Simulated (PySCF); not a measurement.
# C₅HF₃N−: runs on many settings

Which settings matter for C₅HF₃N− (`C#C[C-](C#N)C(F)(F)F`)?

The runs use PySCF 2.14.0, with density-fitted response routines of our own; the level of theory stands in each step. All values are computed, except where a source is named. Atoms are numbered from 0 throughout.

## (1) The starting structure

10 atoms, charge -1, multiplicity 1; geometry from: GFN2-xTB.

Bonds of the start (Å): C0–C1 1.21, C1–C2 1.40, C2–C3 1.38, C3–N4 1.16, C2–C5 1.45, C5–F6 1.39, C5–F7 1.40, C5–F8 1.35, C0–H9 1.05.

## (2) TDDFT and polarisability: PBE0/def2-SVPD

The job: settings as JSON, then the geometry in Å.

```
{"job": {"kind": "uv", "xc": "PBE0", "basis": "def2-SVPD", "nstates": 1, "ntriplets": 0, "tda": true}, "charge": -1, "multiplicity": 1}
C      2.415796    -0.085905    -0.200474
C      1.228360     0.122578    -0.170567
C     -0.150266     0.358135    -0.129007
C     -0.645060     1.630929     0.032799
N     -1.043882     2.712282     0.176093
C     -1.051436    -0.761111    -0.284795
F     -0.864617    -1.807858     0.608377
F     -0.967053    -1.444042    -1.501187
F     -2.362195    -0.458677    -0.175789
H      3.449237    -0.261677    -0.230819
```

With the program's defaults for keys left out, this is: TDA PBE0/def2-SVPD, vertical, gas phase, core orbitals frozen in the response.

Launch:

```console
> OMP_NUM_THREADS=1 python probes_run.py task.json out
```

This one command runs all jobs of the session in turn.

Log:

```text
coarse grid: 10376 points
cycle   1  E = -544.1818426528  dE =  1.414e+00  |g| = 9.459e-01  |ddm| = 1.051e+01
cycle   2  E = -543.8967879997  dE =  2.851e-01  |g| = 1.572e+00  |ddm| = 3.516e+00
cycle   3  E = -544.3401222792  dE = -4.433e-01  |g| = 3.013e-01  |ddm| = 2.324e+00
cycle   4  E = -544.3599813902  dE = -1.986e-02  |g| = 9.786e-02  |ddm| = 4.634e-01
cycle   5  E = -544.3619310059  dE = -1.950e-03  |g| = 2.593e-02  |ddm| = 1.710e-01
cycle   6  E = -544.3620608247  dE = -1.298e-04  |g| = 1.065e-02  |ddm| = 6.874e-02
cycle   7  E = -544.3620897193  dE = -2.889e-05  |g| = 2.380e-03  |ddm| = 1.838e-02
cycle   8  E = -544.3620909074  dE = -1.188e-06  |g| = 6.559e-04  |ddm| = 4.605e-03
final grid: 107216 points
cycle   9  E = -544.4367739125  dE = -2.929e-05  |g| = 7.612e-03  |ddm| = 1.327e-01
cycle  10  E = -544.4367625944  dE =  1.132e-05  |g| = 1.119e-02  |ddm| = 2.654e-02
cycle  11  E = -544.4367848659  dE = -2.227e-05  |g| = 1.768e-03  |ddm| = 1.255e-02
cycle  12  E = -544.4367855172  dE = -6.513e-07  |g| = 6.711e-04  |ddm| = 3.536e-03
cycle  13  E = -544.4367856203  dE = -1.032e-07  |g| = 1.773e-04  |ddm| = 9.303e-04
cycle  14  E = -544.4367856258  dE = -5.496e-09  |g| = 9.348e-05  |ddm| = 3.389e-04
cycle  15  E = -544.4367856278  dE = -1.968e-09  |g| = 1.474e-05  |ddm| = 1.530e-04
cycle  16  E = -544.4367856278  dE = -4.593e-11  |g| = 6.224e-06  |ddm| = 3.485e-05
converged SCF energy = -544.4367856278

Static polarisability (au): isotropic 76.347, principal 51.772 74.020 103.250

Singlet excitations
state   eV       nm        f      main configurations
  1   4.2669    290.6   0.00005   H->L+1 0.97
```

It took 25 s on 1 thread of Intel Xeon Platinum 8375C at 2.90GHz, shared host; peak memory 0.73 GiB.

The orbitals next to the gap, with their largest atomic shares:

| orbital | eV | atoms |
| --- | --- | --- |
| HOMO−3 | -4.96 | N4 46 %, C3 37 %, C2 6 % |
| HOMO−2 | -4.48 | C1 30 %, C0 26 %, N4 19 % |
| HOMO−1 | -3.98 | C1 41 %, C0 41 %, C2 5 % |
| HOMO | -1.32 | C2 30 %, C0 19 %, N4 17 % |
| LUMO | 4.34 | C0 44 %, H9 20 %, C5 7 % |
| LUMO+1 | 4.63 | C0 26 %, C1 24 %, N4 13 % |
| LUMO+2 | 4.81 | H9 20 %, C5 18 %, C0 15 % |

Leading natural transition orbitals of singlet state 1: the hole lies on C2 36 %; C0 24 %; N4 18 %; the particle on C0, C1 about 23 % each; H9 15 %; N4 14 %.

Ground-state properties from the same run:

| property | computed |
| --- | --- |
| polarisability (Å³) | 11.31 |
| HOMO–LUMO gap (eV) | 5.67 |
| −ε(HOMO) (eV) | 1.32 |

Orbitals, density, ELF and potential are computed afterwards from the orbital file.

Frontier orbitals at PBE0/def2-SVPD, with the share of their density that lies nearest to each atom:

| orbital | energy (eV) | lies on |
| --- | --- | --- |
| HOMO | -1.32 | C2 37 %; C0 22 %; N4 20 % |
| LUMO | 4.34 | H9 47 %; C0 14 %; F6, F7 about 10 % each |

ELF in a plane through or near 8 of the atoms.

Ten even steps from '0' (0.00) to '9' (1.00):
```
0000000000000000000000000000
0000000000000001210000000000
0000000000000036775200000000
0000000000000368998510000000
0000000000001367698510000000
0000000000002575367410000000
0000000011001653784200000000
0000001355510561463000000000
0000134578767448500110000000
0001799507358354416872000000
0002999675517569657583000000
0001799767863042957783000000
0000023245530013421562000000
0000000011100000000000000000
0000000000000000000000000000
0000000000000000000000000000
0000000000000000000000000000
0000000000000000000000000000
0000000000000000000000000000
0000000000000000000000000000
```
The map spans 12.1 Å across and 10.7 Å up, centred on the molecule. Atoms in the plane (x, y in Å): C0 (-2.4, -0.1), C1 (-1.2, 0.1), C2 (0.2, 0.4), C3 (0.7, 1.6), N4 (1.1, 2.7), C5 (1.0, -0.8), F8 (2.4, -0.5), H9 (-3.4, -0.2).

log10 of the density (e/Å³) in the same plane.

Ten even steps from ' ' (-4.0) to '@' (1.8):
```
                                ..                      
                          ..::::--::::..                
                      ..::----======----::              
                      ::--==++******++==--..            
                    ..::--==**######++==--..            
              ....::::--==++**##%%##**==--..            
        ....::----------==**##%%##**++==--..            
      ..::----======++++++**######**==----..            
    ..::--==++++************####**++======--..          
    ..--==++**######%%@@####@@##**++**##**==--..        
    ..--==**####@@######****######**##%%##++--..        
    ..::==++************++++**##@@####%%##++--..        
      ..::--================++**********++==::..        
        ..::::------------==++++++++====--::..          
            ............::--========--::....            
                        ..::::----::::..                
                          ............                  
                                                        
                                                        
                                                        
```
The map spans 12.1 Å across and 10.7 Å up, centred on the molecule. Atoms in the plane (x, y in Å): C0 (-2.4, -0.1), C1 (-1.2, 0.1), C2 (0.2, 0.4), C3 (0.7, 1.6), N4 (1.1, 2.7), C5 (1.0, -0.8), F8 (2.4, -0.5), H9 (-3.4, -0.2).

On the surface of density 0.002 e/bohr³ the electrostatic potential runs, from the 1st to the 99th percentile, from -5.28 V near N4 to -2.00 V near H9.

## (3) Shielding tensors: PW91/6-311+G(2d,p)

Same as in step 2 but for these lines:

```diff
@@ -1,2 +1,2 @@
-{"job": {"kind": "uv", "xc": "PBE0", "basis": "def2-SVPD", "nstates": 1, "ntriplets": 0, "tda": true}, "charge": -1, "multiplicity": 1}
+{"job": {"kind": "nmr", "xc": "PW91", "basis": "6-311+G(2d,p)", "pop": true}, "charge": -1, "multiplicity": 1}
 C      2.415796    -0.085905    -0.200474
```

Method: GIAO PW91/6-311+G(2d,p) NMR shielding, non-relativistic, gas phase.

Log:

```text
coarse grid: 10376 points
cycle   1  E = -545.1577648341  dE =  1.376e+00  |g| = 1.101e+00  |ddm| = 4.263e+01
cycle   2  E = -544.4279791072  dE =  7.298e-01  |g| = 2.291e+00  |ddm| = 1.248e+01
cycle   3  E = -545.3164902382  dE = -8.885e-01  |g| = 5.461e-01  |ddm| = 1.049e+01
cycle   4  E = -545.3792218599  dE = -6.273e-02  |g| = 2.003e-01  |ddm| = 1.202e+00
cycle   5  E = -545.3866721500  dE = -7.450e-03  |g| = 7.646e-02  |ddm| = 2.655e-01
cycle   6  E = -545.3876676524  dE = -9.955e-04  |g| = 3.513e-02  |ddm| = 2.624e-01
cycle   7  E = -545.3879759746  dE = -3.083e-04  |g| = 6.996e-03  |ddm| = 8.690e-02
cycle   8  E = -545.3879864360  dE = -1.046e-05  |g| = 2.413e-03  |ddm| = 2.795e-02
cycle   9  E = -545.3879874879  dE = -1.052e-06  |g| = 5.778e-04  |ddm| = 1.297e-02
final grid: 107216 points
cycle  10  E = -545.4053439711  dE = -7.252e-05  |g| = 9.743e-03  |ddm| = 5.966e-01
cycle  11  E = -545.4053005534  dE =  4.342e-05  |g| = 1.869e-02  |ddm| = 3.447e-02
cycle  12  E = -545.4053585652  dE = -5.801e-05  |g| = 3.670e-03  |ddm| = 1.982e-02
cycle  13  E = -545.4053605405  dE = -1.975e-06  |g| = 2.182e-03  |ddm| = 6.101e-03
cycle  14  E = -545.4053616219  dE = -1.081e-06  |g| = 4.727e-04  |ddm| = 3.228e-03
cycle  15  E = -545.4053616617  dE = -3.988e-08  |g| = 2.429e-04  |ddm| = 9.309e-04
cycle  16  E = -545.4053616756  dE = -1.382e-08  |g| = 4.177e-05  |ddm| = 5.296e-04
cycle  17  E = -545.4053616759  dE = -3.148e-10  |g| = 2.088e-05  |ddm| = 1.072e-04
converged SCF energy = -545.4053616759

GIAO shielding tensors (ppm)
atom      isotropic    diamagn.    paramagn.     s11        s22        s33       span
  0 C      111.635     260.487    -148.853     44.912    101.376    188.616    143.704
  1 C       88.760     267.227    -178.467    -16.508     10.456    272.332    288.840
  2 C      157.844     236.959     -79.116    144.759    152.220    176.552     31.793
  3 C       54.231     290.522    -236.290    -52.899    -45.566    261.159    314.058
  4 N      -22.054     334.323    -356.377   -178.616    -45.680    158.135    336.751
  5 C       30.102     256.636    -226.534     -4.118     44.757     49.666     53.784
  6 F      200.697     467.053    -266.356     97.187    177.355    327.548    230.361
  7 F      196.347     468.332    -271.984     92.850    164.914    331.278    238.429
  8 F      227.273     467.100    -239.827    146.318    223.753    311.748    165.429
  9 H       29.259      32.023      -2.764     25.950     26.694     35.133      9.183
```

Wall time 70 s (1 thread of Intel Xeon Platinum 8375C at 2.90GHz, shared host); peak memory 0.74 GiB.

Shifts follow as δ = σ(reference) − σ, with reference shieldings (ppm) from runs at the same level and on the same kind of geometry: 1H TMS 31.93, 13C TMS 184.2, 19F CFCl3 136.0, 15N NH3 262.3. The references are single molecules in the gas phase, so shifts against H2O, NH3, PH3, H3PO4 or CFCl3 are not on the usual liquid scales and can be off by tens of ppm. Atoms listed in one row are averaged.

| atoms | environment | σ (ppm) | δ (ppm) |
| --- | --- | --- | --- |
| C5 | CF3 carbon | 30.1 | 154.1 |
| C3 | nitrile carbon | 54.2 | 129.9 |
| C1 | alkyne carbon | 88.8 | 95.4 |
| C0 | terminal alkyne carbon | 111.6 | 72.5 |
| C2 | carbanion centre | 157.8 | 26.3 |
| H9 | hydrogen on a terminal alkyne carbon | 29.26 | 2.68 |
| N4 | nitrile nitrogen | -22.1 | 284.3 |
| F6, F7, F8 | fluorine of a CF3 group | 208.1 | -72.1 |

The run also stored atomic charges by several schemes (e):

| atoms | IAO | Hirshfeld | ESP fit |
| --- | --- | --- | --- |
| C0 | -0.39 | -0.22 | -0.78 |
| C1 | 0.00 | -0.09 | 0.43 |
| C2 | -0.32 | -0.14 | -0.83 |
| C3 | 0.14 | 0.00 | 0.63 |
| N4 | -0.41 | -0.36 | -0.72 |
| C5 | 0.74 | 0.21 | 0.82 |
| F6, F7, F8 | -0.31 | -0.15 | -0.29 |

Mulliken charges and Mayer bond orders break down with diffuse functions, so they are left out here.

With diffuse functions Mulliken charges and Mayer bond orders lose their meaning; the other schemes are steadier.

## (4) NMR shieldings: PBE0/cc-pVDZ

Same as in step 3 but for these lines:

```diff
@@ -1,2 +1,2 @@
-{"job": {"kind": "nmr", "xc": "PW91", "basis": "6-311+G(2d,p)", "pop": true}, "charge": -1, "multiplicity": 1}
+{"job": {"kind": "nmr", "xc": "PBE0", "basis": "cc-pVDZ", "pop": true}, "charge": -1, "multiplicity": 1}
 C      2.415796    -0.085905    -0.200474
```

With the program's defaults for keys left out, this is: GIAO PBE0/cc-pVDZ NMR shielding, non-relativistic, gas phase.

Log:

```text
coarse grid: 10376 points
cycle   1  E = -544.6250864514  dE =  1.536e+00  |g| = 1.020e+00  |ddm| = 6.889e+00
cycle   2  E = -544.2998850258  dE =  3.252e-01  |g| = 1.680e+00  |ddm| = 3.915e+00
cycle   3  E = -544.8004936798  dE = -5.006e-01  |g| = 3.207e-01  |ddm| = 2.517e+00
cycle   4  E = -544.8230456287  dE = -2.255e-02  |g| = 1.070e-01  |ddm| = 5.134e-01
cycle   5  E = -544.8254349509  dE = -2.389e-03  |g| = 2.437e-02  |ddm| = 1.630e-01
cycle   6  E = -544.8255417417  dE = -1.068e-04  |g| = 1.173e-02  |ddm| = 4.986e-02
cycle   7  E = -544.8255764666  dE = -3.472e-05  |g| = 2.514e-03  |ddm| = 1.779e-02
cycle   8  E = -544.8255778029  dE = -1.336e-06  |g| = 6.141e-04  |ddm| = 4.065e-03
final grid: 107216 points
cycle   9  E = -544.8396048761  dE = -3.475e-05  |g| = 7.926e-03  |ddm| = 6.920e-02
cycle  10  E = -544.8395934761  dE =  1.140e-05  |g| = 1.147e-02  |ddm| = 2.954e-02
cycle  11  E = -544.8396168450  dE = -2.337e-05  |g| = 2.217e-03  |ddm| = 1.663e-02
cycle  12  E = -544.8396178704  dE = -1.025e-06  |g| = 7.864e-04  |ddm| = 3.645e-03
cycle  13  E = -544.8396180132  dE = -1.428e-07  |g| = 1.670e-04  |ddm| = 1.147e-03
cycle  14  E = -544.8396180182  dE = -4.928e-09  |g| = 8.758e-05  |ddm| = 3.365e-04
cycle  15  E = -544.8396180199  dE = -1.746e-09  |g| = 1.833e-05  |ddm| = 1.348e-04
cycle  16  E = -544.8396180200  dE = -8.004e-11  |g| = 5.331e-06  |ddm| = 3.449e-05
converged SCF energy = -544.8396180200

GIAO shielding tensors (ppm)
atom      isotropic    diamagn.    paramagn.     s11        s22        s33       span
  0 C      126.228     268.596    -142.368     64.565    114.822    199.297    134.733
  1 C      112.573     238.265    -125.692     12.919     39.568    285.231    272.312
  2 C      173.196     266.240     -93.045    161.312    166.424    191.852     30.540
  3 C       78.893     261.235    -182.342    -22.917    -17.131    276.727    299.644
  4 N        0.985     347.294    -346.309   -154.470    -19.456    176.882    331.351
  5 C       55.787     243.913    -188.125     25.587     66.523     75.251     49.664
  6 F      242.586     475.616    -233.030    150.895    219.176    357.688    206.793
  7 F      236.930     474.389    -237.458    143.682    207.341    359.767    216.085
  8 F      275.623     470.661    -195.038    202.003    271.816    353.050    151.047
  9 H       29.382      36.592      -7.210     25.942     26.411     35.794      9.852
```

Wall time 14 s (1 thread of Intel Xeon Platinum 8375C at 2.90GHz, shared host); peak memory 0.8 GiB.

This run: δ C5 143.3, C3 120.2, C1 86.5, C0 72.9, H9 2.36 ppm.

## (5) NMR shieldings: KT3/pcSseg-1

Same as in step 4 but for these lines:

```diff
@@ -1,2 +1,2 @@
-{"job": {"kind": "nmr", "xc": "PBE0", "basis": "cc-pVDZ", "pop": true}, "charge": -1, "multiplicity": 1}
+{"job": {"kind": "nmr", "xc": "KT3", "basis": "pcSseg-1", "pop": true}, "charge": -1, "multiplicity": 1}
 C      2.415796    -0.085905    -0.200474
```

With the program's defaults for keys left out, this is: GIAO KT3/pcSseg-1 NMR shielding, non-relativistic, gas phase.

Log:

```text
coarse grid: 10376 points
cycle   1  E = -552.4080910937  dE =  1.435e+00  |g| = 1.238e+00  |ddm| = 3.492e+00
cycle   2  E = -551.6624627431  dE =  7.456e-01  |g| = 2.393e+00  |ddm| = 3.299e+00
cycle   3  E = -552.5942660102  dE = -9.318e-01  |g| = 5.847e-01  |ddm| = 2.635e+00
cycle   4  E = -552.6686606625  dE = -7.439e-02  |g| = 2.205e-01  |ddm| = 6.728e-01
cycle   5  E = -552.6788751585  dE = -1.021e-02  |g| = 6.297e-02  |ddm| = 2.249e-01
cycle   6  E = -552.6793851398  dE = -5.100e-04  |g| = 3.930e-02  |ddm| = 6.774e-02
cycle   7  E = -552.6797863881  dE = -4.012e-04  |g| = 6.700e-03  |ddm| = 3.787e-02
cycle   8  E = -552.6797964179  dE = -1.003e-05  |g| = 1.857e-03  |ddm| = 5.899e-03
cycle   9  E = -552.6797970802  dE = -6.623e-07  |g| = 4.699e-04  |ddm| = 1.803e-03
final grid: 107216 points
cycle  10  E = -552.7911972128  dE = -2.558e-04  |g| = 3.749e-02  |ddm| = 1.671e-01
cycle  11  E = -552.7908104283  dE =  3.868e-04  |g| = 6.240e-02  |ddm| = 7.735e-02
cycle  12  E = -552.7913868929  dE = -5.765e-04  |g| = 5.636e-03  |ddm| = 5.186e-02
cycle  13  E = -552.7913938062  dE = -6.913e-06  |g| = 2.157e-03  |ddm| = 6.054e-03
cycle  14  E = -552.7913948663  dE = -1.060e-06  |g| = 7.666e-04  |ddm| = 1.940e-03
cycle  15  E = -552.7913949745  dE = -1.082e-07  |g| = 3.556e-04  |ddm| = 9.256e-04
cycle  16  E = -552.7913950031  dE = -2.861e-08  |g| = 6.818e-05  |ddm| = 3.865e-04
cycle  17  E = -552.7913950042  dE = -1.105e-09  |g| = 1.384e-05  |ddm| = 8.842e-05
cycle  18  E = -552.7913950043  dE = -3.047e-11  |g| = 6.574e-06  |ddm| = 1.952e-05
converged SCF energy = -552.7913950043

GIAO shielding tensors (ppm)
atom      isotropic    diamagn.    paramagn.     s11        s22        s33       span
  0 C      116.565     255.153    -138.588     53.963    105.606    190.126    136.163
  1 C       98.855     244.855    -146.000     -1.703     23.888    274.379    276.082
  2 C      160.696     262.115    -101.419    148.227    154.524    179.338     31.111
  3 C       64.362     255.564    -191.201    -39.240    -31.654    263.981    303.221
  4 N      -17.907     345.474    -363.380   -170.818    -43.636    160.734    331.552
  5 C       38.544     237.642    -199.099      7.065     51.654     56.912     49.847
  6 F      210.823     477.777    -266.954    110.382    182.711    339.376    228.994
  7 F      204.534     477.238    -272.703    103.586    168.802    341.215    237.629
  8 F      245.207     473.026    -227.819    166.254    235.404    333.963    167.709
  9 H       28.879      35.859      -6.980     25.187     26.025     35.424     10.236
```

Run time: 27 s. Hardware: 1 thread of Intel Xeon Platinum 8375C at 2.90GHz, shared host; peak memory 0.75 GiB.

Key values: δ C5 146.2, C3 120.4, C1 85.9, C0 68.2, H9 2.88 ppm.

## (6) Nuclear shieldings: revPBE/STO-3G

Same as in step 5 but for these lines:

```diff
@@ -1,2 +1,2 @@
-{"job": {"kind": "nmr", "xc": "KT3", "basis": "pcSseg-1", "pop": true}, "charge": -1, "multiplicity": 1}
+{"job": {"kind": "nmr", "xc": "revPBE", "basis": "STO-3G", "pop": true, "scf": {"guess": "vsap"}}, "charge": -1, "multiplicity": 1}
 C      2.415796    -0.085905    -0.200474
```

With the program's defaults for keys left out, this is: GIAO revPBE/STO-3G NMR shielding, non-relativistic, gas phase.

Log:

```text
final grid: 107216 points
cycle   1  E = -535.5525589400  dE =  1.691e+00  |g| = 2.390e+00  |ddm| = 4.200e+00
cycle   2  E = -522.7662640383  dE =  1.279e+01  |g| = 5.625e+00  |ddm| = 1.206e+01
cycle   3  E = -537.4733035183  dE = -1.471e+01  |g| = 7.726e-01  |ddm| = 1.093e+01
cycle   4  E = -537.2817659822  dE =  1.915e-01  |g| = 1.082e+00  |ddm| = 2.226e+00
cycle   5  E = -537.6582613983  dE = -3.765e-01  |g| = 2.142e-01  |ddm| = 1.383e+00
cycle   6  E = -537.6681924112  dE = -9.931e-03  |g| = 1.243e-01  |ddm| = 3.148e-01
cycle   7  E = -537.6716427852  dE = -3.450e-03  |g| = 4.521e-02  |ddm| = 9.803e-02
cycle   8  E = -537.6721251578  dE = -4.824e-04  |g| = 2.263e-02  |ddm| = 5.961e-02
cycle   9  E = -537.6722660519  dE = -1.409e-04  |g| = 3.032e-03  |ddm| = 2.346e-02
cycle  10  E = -537.6722690974  dE = -3.046e-06  |g| = 6.274e-04  |ddm| = 4.850e-03
cycle  11  E = -537.6722692338  dE = -1.364e-07  |g| = 1.135e-04  |ddm| = 1.178e-03
cycle  12  E = -537.6722692392  dE = -5.392e-09  |g| = 2.569e-05  |ddm| = 2.426e-04
cycle  13  E = -537.6722692394  dE = -1.811e-10  |g| = 1.347e-05  |ddm| = 5.703e-05
converged SCF energy = -537.6722692394

GIAO shielding tensors (ppm)
atom      isotropic    diamagn.    paramagn.     s11        s22        s33       span
  0 C      162.826     266.587    -103.761    126.587    160.961    200.929     74.342
  1 C      160.704     265.401    -104.698     97.087    116.776    268.248    171.161
  2 C      204.890     254.163     -49.273    202.482    203.375    208.813      6.332
  3 C      136.541     266.315    -129.774     71.265     76.179    262.178    190.913
  4 N       68.492     322.314    -253.822    -55.283     50.900    209.858    265.142
  5 C      123.765     254.644    -130.880    109.641    118.948    142.705     33.064
  6 F      343.285     456.058    -112.772    295.780    361.914    372.162     76.382
  7 F      338.874     455.607    -116.732    290.695    359.977    365.951     75.256
  8 F      366.382     453.807     -87.425    311.723    383.978    403.445     91.722
  9 H       30.964      33.241      -2.276     27.162     27.667     38.064     10.902
```

Run time: 8.7 s. Hardware: 1 thread of Intel Xeon Platinum 8375C at 2.90GHz, shared host; peak memory 0.62 GiB.

In short: δ C5 106.9, C3 94.1, C1 70.0, C0 67.8, H9 2.07 ppm.

## (7) Side by side: NMR shifts

Shifts (ppm) of some atoms, chosen among heavy atoms and hydrogens apart, means over like atoms, with basis size and wall time:

| run | C5 | C3 | C1 | H9 | N4 | F6 | functions | time |
| --- | --- | --- | --- | --- | --- | --- | --- | --- |
| PW91/6-311+G(2d,p) | 154.1 | 129.9 | 95.4 | 2.68 | 284.3 | -72.1 | 249 | 70 s |
| PBE0/cc-pVDZ | 143.3 | 120.2 | 86.5 | 2.36 | 274.3 | -57.2 | 131 | 14 s |
| KT3/pcSseg-1 | 146.2 | 120.4 | 85.9 | 2.88 | 282.3 | -77.8 | 158 | 27 s |
| revPBE/STO-3G | 106.9 | 94.1 | 70.0 | 2.07 | 220.7 | -92.6 | 46 | 8.7 s |

## (8) What came out

| quantity | value |
| --- | --- |
| lowest singlet (PBE0/def2-SVPD) | 4.27 eV (291 nm), f = 0.000 |
| 13C shifts against TMS (PW91/6-311+G(2d,p)) | 154.1, 129.9, 95.4, 72.5, 26.3 ppm |
| 1H shifts against TMS (PW91/6-311+G(2d,p)) | 2.68 ppm |
| 15N shifts against NH3 (PW91/6-311+G(2d,p)) | 284.3 ppm |
| 19F shifts against CFCl3 (PW91/6-311+G(2d,p), means over atoms taken as alike) | -72.1 ppm |
| range of the shift of F6 (with its like atoms) (minimal bases aside) | -77.8 to -57.2 ppm |
| property runs in this session | 5, of which 0 failed and 1 gave unsound results |

In words: Single values in the summary come from the first sound run of each kind (PBE0/def2-SVPD; PW91/6-311+G(2d,p)), which need not be the best level. The first singlet state (HOMO→LUMO+1 0.97) lies at 4.27 eV and is dark. The lowest singlet lies above −ε(HOMO); no detachment energy was computed, so the anion's states may not be bound. At PW91/6-311+G(2d,p): The largest span, 337 ppm, is at N4, where the paramagnetic term is -356 ppm. Leaving out the minimal-basis runs, which are unusable for shieldings: In ppm, F6 (with its like atoms) moves most: its shift spreads over 20.7 ppm, from -77.8 (KT3/pcSseg-1) to -57.2 (PBE0/cc-pVDZ). At revPBE/STO-3G the HOMO lies above zero (+4.18 eV), mostly from the minimal basis; counter-ions and solvent are missing.

The anion's highest level is positive in at least one run, so there the basis alone may hold the extra electron.
